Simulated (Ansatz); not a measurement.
# ClGeH3: molecular dynamics

The plan is to follow the molecule's vibrations and see whether its bonds hold. The start is relaxed first. Runs: 150 steps of 0.5 fs under a Langevin thermostat at 1000 K; 150 steps of 0.5 fs at constant energy, with velocities drawn for 100 K. SMILES of the start: [Cl][GeH3].

Program: Ansatz 0.2.0. Level of theory: RKS PBE/def2-mTZVP. These are calculated values, not measurements.

### Step 1. The system as given

Bond lengths: Ge1–Cl2 2.220 Å, Ge1–H3 1.550 Å, Ge1–H4 1.549 Å, Ge1–H5 1.549 Å. Angles: Cl2–Ge1–H3 109.5°, Cl2–Ge1–H4 109.5°, Cl2–Ge1–H5 109.5°, H3–Ge1–H4 109.5°, H3–Ge1–H5 109.5°, H4–Ge1–H5 109.5°.

Coordinates:

```xyz
5

Ge    0.0000    0.0000    0.0000
Cl    0.0000    0.0000    2.2200
H     1.4616    0.0000   -0.5162
H    -0.7300    1.2648   -0.5162
H    -0.7300   -1.2648   -0.5162
```

### Step 2. Relaxing the start

Contents of input.yaml:

```yaml
crystal:
  periodic: [false, false, false]
  atoms:
    - { symbol: Ge, position_ang: [0.0, 0.0, 0.0] }
    - { symbol: Cl, position_ang: [0.0, 0.0, 2.22] }
    - { symbol: H, position_ang: [1.4616, 0.0, -0.5162] }
    - { symbol: H, position_ang: [-0.73, 1.2648, -0.5162] }
    - { symbol: H, position_ang: [-0.73, -1.2648, -0.5162] }
basis:
  gaussian: { orbitals: def2-mTZVP }
hamiltonian:
  xc: pbe
relax:
  f_tol: 0.02
  max_steps: 40
output:
  orbitals: {}
```

The run is started by

```bash
ansatz run input.yaml --threads 1 --pin off --max-ram 2048MiB --backend cpu --events-out ev --progress --plain --runs-dir out
```

The log of the run, shortened:

```text
Warning: RAYON_NUM_THREADS=1 ignored (pool sized by the plan → 1); use --threads N
[...]
Functional definition: PBE
[...]
704 factors; their error is unknown
[...]
mean field -69076.78289128 eV, -2538.5249493295 hartree, gradient 1.9e-5 eV, S^2 0.000000; 0 other end points of the search recorded, 0 dependent functions left out
[...]
reference -69076.78292591 eV, -2538.5249506019 hartree; 26, 26 occupied and 41, 41 virtual orbitals, 704 factors
relax step   1: F+E_penalty+E_count = -69076.78289128 eV  Δ(F+E_penalty+E_count) = +0.000e0 eV  max|allowed force component| = 6.210e-1 eV/Å  Δτ_max = 0.0000 Å  (25 SCF iters, accepted)
[...]
relax step   4: F+E_penalty+E_count = -69076.81196712 eV  Δ(F+E_penalty+E_count) = -2.388e-4 eV  max|allowed force component| = 2.357e-2 eV/Å  Δτ_max = 0.0023 Å  (19 SCF iters, accepted)
[...]
relax step   5: F+E_penalty+E_count = -69076.81198755 eV  Δ(F+E_penalty+E_count) = -2.042e-5 eV  max|allowed force component| = 2.082e-3 eV/Å  Δτ_max = 0.0010 Å  (19 SCF iters, accepted)
704 factors; their error is unknown
mean field -69076.81198755 eV, -2538.5260185974 hartree, gradient 1.6e-5 eV, S^2 0.000000; 1 other end points of the search recorded, 0 dependent functions left out
[...]
reference -69076.81202220 eV, -2538.5260198709 hartree; 26, 26 occupied and 41, 41 virtual orbitals, 704 factors
Total energy: -69076.81202220 eV, -2538.5260198709 hartree
Atom 0 at     0.000347    -0.000000    -0.029906 Å, force    -0.000220    -0.000000    -0.002082 eV/Å
Atom 1 at     0.000082     0.000000     2.153553 Å, force     0.000017     0.000000     0.000855 eV/Å
Atom 2 at     1.476276     0.000000    -0.483934 Å, force    -0.000690    -0.000000     0.000385 eV/Å
Atom 3 at    -0.737552     1.278160    -0.484157 Å, force     0.000446    -0.000738     0.000421 eV/Å
Atom 4 at    -0.737552    -1.278160    -0.484157 Å, force     0.000446     0.000738     0.000421 eV/Å
Dipole moment:     0.000066    -0.000000    -0.452278 e Å
```

Wall time 8.4 s (1 thread of Arm Neoverse V1, shared host); peak memory 0.11 GiB.

The steps of the relaxation:

| step | energy from step 1 (eV) | largest force component (eV/Å) |
| --- | --- | --- |
| 1 | 0.0000 | 0.6210 |
| 2 | -0.0191 | 0.1641 |
| 3 | -0.0288 | 0.0662 |
| 4 | -0.0291 | 0.0236 |
| 5 | -0.0291 | 0.0021 |

Step 1 is the start.

After: Bond lengths: Ge1–Cl2 2.183 Å, Ge1–H3 1.544 Å, Ge1–H4 1.544 Å, Ge1–H5 1.544 Å. Angles: Cl2–Ge1–H3 107.1°, Cl2–Ge1–H4 107.1°, Cl2–Ge1–H5 107.1°, H3–Ge1–H4 111.7°, H3–Ge1–H5 111.7°, H4–Ge1–H5 111.7°.

### Step 3. Run 1

150 steps of 0.5 fs under a Langevin thermostat at 1000 K, from the relaxed start.

Contents of input.yaml:

```yaml
crystal:
  periodic: [false, false, false]
  atoms:
    - { symbol: Ge, position_ang: [0.000347, 0.0, -0.029906] }
    - { symbol: Cl, position_ang: [8.2e-05, 0.0, 2.153553] }
    - { symbol: H, position_ang: [1.476276, 0.0, -0.483934] }
    - { symbol: H, position_ang: [-0.737552, 1.27816, -0.484157] }
    - { symbol: H, position_ang: [-0.737552, -1.27816, -0.484157] }
basis:
  gaussian: { orbitals: def2-mTZVP }
hamiltonian:
  xc: pbe
md:
  timestep: 0.5
  n_steps: 150
  ensemble: nvt_langevin
  temperature: 1000.0
  initial_velocities: maxwell_boltzmann
  seed: 742279
  friction: 0.5
```

The run is started by

```bash
ansatz run input.yaml --threads 1 --pin off --max-ram 2048MiB --backend cpu --events-out ev --progress --plain --runs-dir out
```

The log of the run, shortened:

```text
Warning: RAYON_NUM_THREADS=1 ignored (pool sized by the plan → 1); use --threads N
[...]
[... 1 set-up line as earlier in the session ...]
[...]
704 factors; their error is unknown
[...]
mean field -69076.81198754 eV, -2538.5260185974 hartree, gradient 1.3e-5 eV, S^2 0.000000; 0 other end points of the search recorded, 0 dependent functions left out
[...]
reference -69076.81202220 eV, -2538.5260198708 hartree; 26, 26 occupied and 41, 41 virtual orbitals, 704 factors
md step     0: t =     0.00 fs  T =   800.0 K  F+E_penalty+E_count = -69076.81198754 eV  E_kin = 0.517040 eV  (25 SCF iters)
[...]
md step    19: t =     9.50 fs  T =   715.5 K  F+E_penalty+E_count = -69076.66572346 eV  E_kin = 0.462419 eV  (24 SCF iters)
[...]
md step    38: t =    19.00 fs  T =   822.9 K  F+E_penalty+E_count = -69076.67042801 eV  E_kin = 0.531821 eV  (23 SCF iters)
[...]
md step    57: t =    28.50 fs  T =   577.8 K  F+E_penalty+E_count = -69076.30529364 eV  E_kin = 0.373447 eV  (25 SCF iters)
[...]
md step    74: t =    37.00 fs  T =  1398.5 K  F+E_penalty+E_count = -69076.54895814 eV  E_kin = 0.903836 eV  (24 SCF iters)
md step    75: t =    37.50 fs  T =   724.9 K  F+E_penalty+E_count = -69076.57339805 eV  E_kin = 0.468496 eV  (25 SCF iters)
```

### Step 4. The log goes on: dynamics from the start

The log, continued, shortened:

```text
md step    76: t =    38.00 fs  T =   801.5 K  F+E_penalty+E_count = -69076.57729095 eV  E_kin = 0.517999 eV  (25 SCF iters)
[...]
md step    94: t =    47.00 fs  T =   254.4 K  F+E_penalty+E_count = -69076.54940418 eV  E_kin = 0.164393 eV  (25 SCF iters)
[...]
md step   112: t =    56.00 fs  T =  1208.9 K  F+E_penalty+E_count = -69076.47446344 eV  E_kin = 0.781314 eV  (23 SCF iters)
[...]
md step   130: t =    65.00 fs  T =  1139.2 K  F+E_penalty+E_count = -69076.52128933 eV  E_kin = 0.736246 eV  (24 SCF iters)
[...]
md step   148: t =    74.00 fs  T =   976.2 K  F+E_penalty+E_count = -69076.43044649 eV  E_kin = 0.630888 eV  (23 SCF iters)
[...]
md step   149: t =    74.50 fs  T =   608.6 K  F+E_penalty+E_count = -69076.38525858 eV  E_kin = 0.393347 eV  (24 SCF iters)
[...]
md step   150: t =    75.00 fs  T =   496.7 K  F+E_penalty+E_count = -69076.36472702 eV  E_kin = 0.321028 eV  (24 SCF iters)
Total energy: -69076.36476189 eV, -2538.5095833576 hartree
Atom 0 at     0.003258    -0.082796     0.044701 Å, force    -3.937011     0.358641    -1.198068 eV/Å
Atom 1 at     0.045585     0.025046     2.164926 Å, force     0.364387    -0.089747     0.869501 eV/Å
Atom 2 at     1.262244     0.247788    -0.663955 Å, force     1.124661    -0.047422    -0.324306 eV/Å
Atom 3 at    -1.146176     1.091758    -0.352193 Å, force     1.269502    -0.913959     0.311677 eV/Å
Atom 4 at    -0.897751    -1.388817    -0.387129 Å, force     1.178461     0.692486     0.341196 eV/Å
Dipole moment:     0.145230    -0.072148    -0.336627 e Å
```

It took 3.4 min on 1 thread of Arm Neoverse V1, shared host; peak memory 0.11 GiB.

### Step 5. Frames and traces

The trajectory, every 11 steps (energies from step 0):

| time (fs) | T (K) | potential energy change (meV/atom) |
| --- | --- | --- |
| 0.0 | 800 | 0.0 |
| 5.5 | 916 | 26.8 |
| 11.0 | 562 | 34.8 |
| 16.5 | 837 | 26.7 |
| 22.0 | 1394 | 38.2 |
| 27.5 | 492 | 91.3 |
| 33.0 | 922 | 121.1 |
| 38.5 | 501 | 49.7 |
| 44.0 | 1492 | 55.2 |
| 49.5 | 1664 | 34.8 |
| 55.0 | 1526 | 66.6 |
| 60.5 | 576 | 25.5 |
| 66.0 | 909 | 56.5 |
| 71.5 | 680 | 57.1 |
| 75.0 | 497 | 89.5 |

time (fs), T (K) and a bar:
```
      0.0        800 ########
      3.5        907 ###########
      6.5       1045 ##############
     10.0        557 ##
     13.0        899 ###########
     16.5        837 #########
     19.5       1223 ###################
     23.0       1463 #########################
     26.0        743 ######
     29.5        672 #####
     32.5        811 ########
     36.0       1268 ####################
     39.0        893 ##########
     42.5        802 ########
     45.5        636 ####
     49.0       1587 #############################
     52.0       1085 ###############
     55.5       1640 ##############################
     58.5        759 #######
     62.0        803 ########
     65.0       1139 #################
     68.5        700 #####
     71.5        680 #####
     75.0        497
```

### Step 6. Frames from the trajectory

Positions (Å) and forces (eV/Å):

```xyz
5
time_fs=9.5 T=715 dE=0.1463
Ge   -0.007   -0.020   -0.037    0.790   -1.119    1.153
Cl    0.014    0.044    2.145   -0.107    0.016    0.174
H     1.458   -0.067   -0.369    0.650   -0.015   -0.367
H    -0.671    1.179   -0.481   -0.964    1.743   -0.705
H    -0.730   -1.278   -0.417   -0.369   -0.625   -0.255
5
time_fs=19.0 T=823 dE=0.1416
Ge   -0.024   -0.029   -0.038    0.564   -1.593   -0.045
Cl    0.019    0.014    2.126    0.033   -0.009    0.451
H     1.473   -0.164   -0.506   -0.408   -0.048    0.058
H    -0.513    1.342   -0.397   -0.572    0.540   -0.442
H    -0.844   -1.387   -0.372    0.382    1.111   -0.022
5
time_fs=28.0 T=322 dE=0.4903
Ge    0.005   -0.051   -0.037   -0.990    2.576    0.368
Cl    0.040   -0.013    2.116    0.069    0.110    1.015
H     1.482    0.064   -0.327    0.480   -0.308   -0.596
H    -0.718    1.479   -0.379    0.649   -1.932    0.026
H    -0.821   -1.309   -0.135   -0.209   -0.447   -0.813
5
time_fs=37.5 T=725 dE=0.2386
Ge    0.004   -0.073    0.001   -2.230    0.029   -0.657
Cl    0.049   -0.007    2.115    0.092    0.379    1.411
H     1.439   -0.127   -0.379    0.901   -0.052   -0.600
H    -0.896    1.126   -0.588    0.762   -0.491    0.311
H    -0.894   -1.352   -0.131    0.474    0.135   -0.465
5
time_fs=47.0 T=254 dE=0.2626
Ge    0.023   -0.068    0.016   -2.823   -0.314   -0.668
Cl    0.061    0.020    2.141    0.015    0.449    1.069
H     1.420   -0.028   -0.393    1.579    0.068   -0.675
H    -0.950    1.025   -0.701    0.816   -0.536    0.637
H    -0.722   -1.452   -0.119    0.413    0.333   -0.363
5
time_fs=56.0 T=1209 dE=0.3375
Ge    0.011   -0.093    0.017    1.728    0.188   -0.897
Cl    0.051    0.029    2.163    0.288    0.237    0.532
H     1.560   -0.126   -0.711   -1.730    0.141    0.924
H    -0.949    0.971   -0.488    0.034    0.661   -0.192
H    -0.753   -1.351   -0.162   -0.320   -1.226   -0.367
5
time_fs=65.5 T=1691 dE=0.2881
Ge    0.003   -0.093    0.026   -2.123    1.202   -0.786
Cl    0.061    0.055    2.159    0.267    0.048    0.800
H     1.424    0.070   -0.553   -0.066   -0.232   -0.047
H    -1.027    1.188   -0.408    1.239   -1.213    0.255
H    -0.902   -1.368   -0.193    0.683    0.195   -0.223
5
time_fs=75.0 T=497 dE=0.4473
Ge    0.003   -0.083    0.045   -3.937    0.359   -1.198
Cl    0.046    0.025    2.165    0.364   -0.090    0.870
H     1.262    0.248   -0.664    1.125   -0.047   -0.324
H    -1.146    1.092   -0.352    1.270   -0.914    0.312
H    -0.898   -1.389   -0.387    1.179    0.693    0.341
```

On run 1: Against a set 1000 K the second half averages 882 K with a spread of 359 K. A friction of 0.5 per fs wipes out velocities within 2 fs: the temperature is held, but the motion is overdamped and says nothing of rates. No bond forms or breaks.

### Step 7. Run 2

150 steps of 0.5 fs at constant energy, with velocities drawn for 100 K, starting from the last frame of an earlier run, with new velocities. H is given a mass of 2.014 u.

Contents of input.yaml:

```yaml
crystal:
  periodic: [false, false, false]
  atoms:
    - { symbol: Ge, position_ang: [0.003258, -0.082796, 0.044701] }
    - { symbol: Cl, position_ang: [0.045585, 0.025046, 2.164926] }
    - { symbol: H, position_ang: [1.262244, 0.247788, -0.663955] }
    - { symbol: H, position_ang: [-1.146176, 1.091758, -0.352193] }
    - { symbol: H, position_ang: [-0.897751, -1.388817, -0.387129] }
basis:
  gaussian: { orbitals: def2-mTZVP }
hamiltonian:
  xc: pbe
md:
  timestep: 0.5
  n_steps: 150
  ensemble: nve
  temperature: 100.0
  initial_velocities: maxwell_boltzmann
  seed: 244081
  masses: [{ species: H, mass: 2.014 }]
```

The run is started by

```bash
ansatz run input.yaml --threads 1 --pin off --max-ram 2048MiB --backend cpu --events-out ev --progress --plain --runs-dir out
```

The log of the run, shortened:

```text
Warning: RAYON_NUM_THREADS=1 ignored (pool sized by the plan → 1); use --threads N
[...]
[... 1 set-up line as earlier in the session ...]
[...]
704 factors; their error is unknown
[...]
mean field -69076.36473452 eV, -2538.5095823519 hartree, gradient 1.5e-5 eV, S^2 0.000000; 0 other end points of the search recorded, 0 dependent functions left out
[...]
reference -69076.36476888 eV, -2538.5095836148 hartree; 26, 26 occupied and 41, 41 virtual orbitals, 704 factors
md step     0: t =     0.00 fs  T =   100.0 K  F+E_penalty+E_count = -69076.36473452 eV  E_kin = 0.038778 eV  conserved = -69076.32595652 eV  (23 SCF iters)
[...]
md step    19: t =     9.50 fs  T =   531.0 K  F+E_penalty+E_count = -69076.53202170 eV  E_kin = 0.205919 eV  conserved = -69076.32610243 eV  (23 SCF iters)
[...]
md step    38: t =    19.00 fs  T =   817.6 K  F+E_penalty+E_count = -69076.64349943 eV  E_kin = 0.317060 eV  conserved = -69076.32643894 eV  (24 SCF iters)
[...]
md step    57: t =    28.50 fs  T =   763.6 K  F+E_penalty+E_count = -69076.62309548 eV  E_kin = 0.296114 eV  conserved = -69076.32698139 eV  (25 SCF iters)
[...]
md step    74: t =    37.00 fs  T =   689.8 K  F+E_penalty+E_count = -69076.59441115 eV  E_kin = 0.267506 eV  conserved = -69076.32690520 eV  (25 SCF iters)
md step    75: t =    37.50 fs  T =   763.8 K  F+E_penalty+E_count = -69076.62317091 eV  E_kin = 0.296170 eV  conserved = -69076.32700066 eV  (25 SCF iters)
```

### Step 8. The log goes on: dynamics from the last frame of an earlier run

The log, continued, shortened:

```text
md step    76: t =    38.00 fs  T =   816.9 K  F+E_penalty+E_count = -69076.64380025 eV  E_kin = 0.316759 eV  conserved = -69076.32704106 eV  (25 SCF iters)
[...]
md step    94: t =    47.00 fs  T =   538.9 K  F+E_penalty+E_count = -69076.53520717 eV  E_kin = 0.208987 eV  conserved = -69076.32621996 eV  (25 SCF iters)
[...]
md step   112: t =    56.00 fs  T =   330.7 K  F+E_penalty+E_count = -69076.45402093 eV  E_kin = 0.128235 eV  conserved = -69076.32578607 eV  (25 SCF iters)
[...]
md step   130: t =    65.00 fs  T =   528.9 K  F+E_penalty+E_count = -69076.53131413 eV  E_kin = 0.205108 eV  conserved = -69076.32620596 eV  (25 SCF iters)
[...]
md step   148: t =    74.00 fs  T =   956.4 K  F+E_penalty+E_count = -69076.69781584 eV  E_kin = 0.370856 eV  conserved = -69076.32695974 eV  (24 SCF iters)
[...]
md step   149: t =    74.50 fs  T =   921.5 K  F+E_penalty+E_count = -69076.68428647 eV  E_kin = 0.357343 eV  conserved = -69076.32694313 eV  (24 SCF iters)
[...]
md step   150: t =    75.00 fs  T =   867.2 K  F+E_penalty+E_count = -69076.66316478 eV  E_kin = 0.336279 eV  conserved = -69076.32688609 eV  (23 SCF iters)
Total energy: -69076.66319893 eV, -2538.5205507165 hartree
Atom 0 at    -0.013189    -0.072448     0.032004 Å, force     0.650179     0.434849    -0.517764 eV/Å
Atom 1 at     0.047200     0.018589     2.182269 Å, force     0.399892    -0.093598     0.576661 eV/Å
Atom 2 at     1.383442     0.056021    -0.736149 Å, force    -0.579997     0.147952     0.604562 eV/Å
Atom 3 at    -1.017174     1.047909    -0.200608 Å, force    -0.100338     0.310738    -0.459176 eV/Å
Atom 4 at    -0.583254    -1.412716    -0.313906 Å, force    -0.369736    -0.799941    -0.204282 eV/Å
Dipole moment:    -0.001367    -0.013812    -0.426671 e Å
```

Wall time 3.3 min (1 thread of Arm Neoverse V1, shared host); peak memory 0.11 GiB.

### Step 9. What the atoms did

The trajectory, every 6 steps (energies from step 0):

| time (fs) | T (K) | potential energy change (meV/atom) | total energy change (meV/atom) |
| --- | --- | --- | --- |
| 0.0 | 100 | 0.0 | 0.00 |
| 3.0 | 426 | -25.4 | -0.09 |
| 6.0 | 764 | -51.7 | -0.20 |
| 9.0 | 568 | -36.4 | -0.06 |
| 12.0 | 650 | -42.7 | -0.04 |
| 15.0 | 1120 | -79.3 | -0.21 |
| 18.0 | 978 | -68.2 | -0.14 |
| 21.0 | 520 | -32.6 | -0.03 |
| 24.0 | 465 | -28.4 | -0.04 |
| 27.0 | 746 | -50.2 | -0.16 |
| 30.0 | 603 | -39.2 | -0.17 |
| 33.0 | 153 | -4.1 | 0.03 |
| 36.0 | 499 | -31.1 | -0.12 |
| 39.0 | 854 | -58.7 | -0.20 |
| 42.0 | 570 | -36.5 | -0.08 |
| 45.0 | 369 | -20.9 | -0.01 |
| 48.0 | 684 | -45.4 | -0.09 |
| 51.0 | 965 | -67.3 | -0.21 |
| 54.0 | 587 | -37.9 | -0.09 |
| 57.0 | 357 | -19.9 | 0.02 |
| 60.0 | 802 | -54.6 | -0.20 |
| 63.0 | 781 | -53.0 | -0.15 |
| 66.0 | 436 | -26.1 | -0.02 |
| 69.0 | 520 | -32.6 | -0.05 |
| 72.0 | 900 | -62.2 | -0.16 |
| 75.0 | 867 | -59.7 | -0.19 |

time (fs), T (K) and a bar:
```
      0.0        100 
      3.5        508 ############
      6.5        763 ###################
     10.0        510 ############
     13.0        824 #####################
     16.5       1138 ##############################
     19.5        734 ##################
     23.0        421 #########
     26.0        660 ################
     29.5        675 #################
     32.5        190 ###
     36.0        499 ############
     39.0        854 ######################
     42.5        507 ############
     45.5        389 ########
     49.0        827 #####################
     52.0        910 #######################
     55.5        362 ########
     58.5        567 ##############
     62.0        866 ######################
     65.0        529 ############
     68.5        470 ###########
     71.5        846 ######################
     75.0        867 ######################
```

### Step 10. Snapshots as a file

Positions (Å) and forces (eV/Å):

```xyz
5
time_fs=9.5 T=531 dE=-0.1673
Ge   -0.016   -0.079    0.043    1.869    0.525   -0.482
Cl    0.055    0.024    2.164    0.180   -0.067    0.944
H     1.429    0.192   -0.589   -0.734   -0.277    0.398
H    -0.983    0.937   -0.353   -0.954    1.568   -0.494
H    -0.708   -1.294   -0.377   -0.361   -1.749   -0.365
5
time_fs=19.0 T=818 dE=-0.2788
Ge   -0.028   -0.072    0.032   -0.969   -0.543   -0.890
Cl    0.069    0.021    2.185   -0.105   -0.009    0.412
H     1.427    0.055   -0.413    0.285    0.205   -0.211
H    -0.979    1.152   -0.468    0.638   -0.958    0.297
H    -0.511   -1.585   -0.417    0.151    1.305    0.392
5
time_fs=28.0 T=777 dE=-0.2634
Ge   -0.043   -0.070    0.014    1.004    0.140    0.410
Cl    0.079    0.018    2.214   -0.327    0.040   -0.157
H     1.475   -0.011   -0.298   -0.062    0.392   -0.264
H    -0.860    1.156   -0.522    0.067   -0.536    0.116
H    -0.321   -1.533   -0.353   -0.682   -0.036   -0.105
5
time_fs=37.5 T=764 dE=-0.2584
Ge   -0.046   -0.069    0.002    2.108   -0.616    1.125
Cl    0.083    0.016    2.241   -0.391    0.083   -0.644
H     1.505    0.066   -0.290   -0.572    0.090   -0.163
H    -0.790    1.084   -0.595   -0.671    0.477   -0.192
H    -0.379   -1.527   -0.329   -0.473   -0.034   -0.126
5
time_fs=47.0 T=539 dE=-0.1705
Ge   -0.030   -0.073    0.003   -1.609    0.025    0.085
Cl    0.078    0.015    2.253   -0.256    0.060   -0.890
H     1.401    0.195   -0.371    0.722   -0.081   -0.313
H    -0.942    1.142   -0.701    0.664   -1.145    0.882
H    -0.617   -1.555   -0.360    0.480    1.139    0.236
5
time_fs=56.0 T=331 dE=-0.0893
Ge   -0.023   -0.076    0.006    2.403    0.533    1.317
Cl    0.067    0.016    2.244   -0.055    0.026   -0.816
H     1.450    0.265   -0.532   -0.792   -0.514    0.323
H    -0.936    0.901   -0.537   -1.240    1.843   -0.484
H    -0.731   -1.300   -0.334   -0.316   -1.888   -0.339
5
time_fs=65.5 T=476 dE=-0.1461
Ge   -0.004   -0.074    0.019   -3.425   -0.128   -0.037
Cl    0.054    0.018    2.217    0.224   -0.043   -0.334
H     1.317    0.168   -0.622    0.943    0.046   -0.278
H    -1.154    1.057   -0.404    1.228   -0.782    0.339
H    -0.820   -1.456   -0.367    1.029    0.907    0.310
5
time_fs=75.0 T=867 dE=-0.2984
Ge   -0.013   -0.072    0.032    0.650    0.435   -0.518
Cl    0.047    0.019    2.182    0.400   -0.094    0.577
H     1.383    0.056   -0.736   -0.580    0.148    0.605
H    -1.017    1.048   -0.201   -0.100    0.311   -0.459
H    -0.583   -1.413   -0.314   -0.370   -0.800   -0.204
```

On run 2: The temperature starts at 100 K and averages 664 K in the second half, where it ranges from 329 to 971 K; the start was no minimum (force components up to 3.9 eV/Å), and the potential energy that it sheds (44 meV/atom) turns into motion, which in so few atoms is no thermal temperature. The total energy strays from its start by at most 0.22 meV/atom, 0.4 % of the mean kinetic energy, so a step of 0.5 fs is short enough over this time. No bond forms or breaks.

### Step 11. Outcome

| quantity | value |
| --- | --- |
| relaxation of the start | 4 moves, 0.029 eV lower |
| run 1: length | 150 steps of 0.5 fs |
| run 1: temperature, first and last step | 800 and 497 K |
| run 1: temperature, second half | mean 882 K, from 236 to 1691 K |
| run 1: potential energy, second half | +52 meV/atom from this run's first step |
| run 1: bonds formed or broken | 0 |
| run 2: length | 150 steps of 0.5 fs |
| run 2: temperature, first and last step | 100 and 867 K |
| run 2: temperature, second half | mean 664 K, from 329 to 971 K |
| run 2: potential energy, second half | -44 meV/atom from this run's first step |
| run 2: largest change of the total energy | 0.22 meV/atom |
| run 2: bonds formed or broken | 0 |

**Reading.** Mean temperatures of the second halves: 882 K, 664 K. No bond formed or broke in any run. 75 fs on 5 atoms is far too short and small for converged averages. The nuclei move classically, without zero-point motion, which matters most for hydrogen.
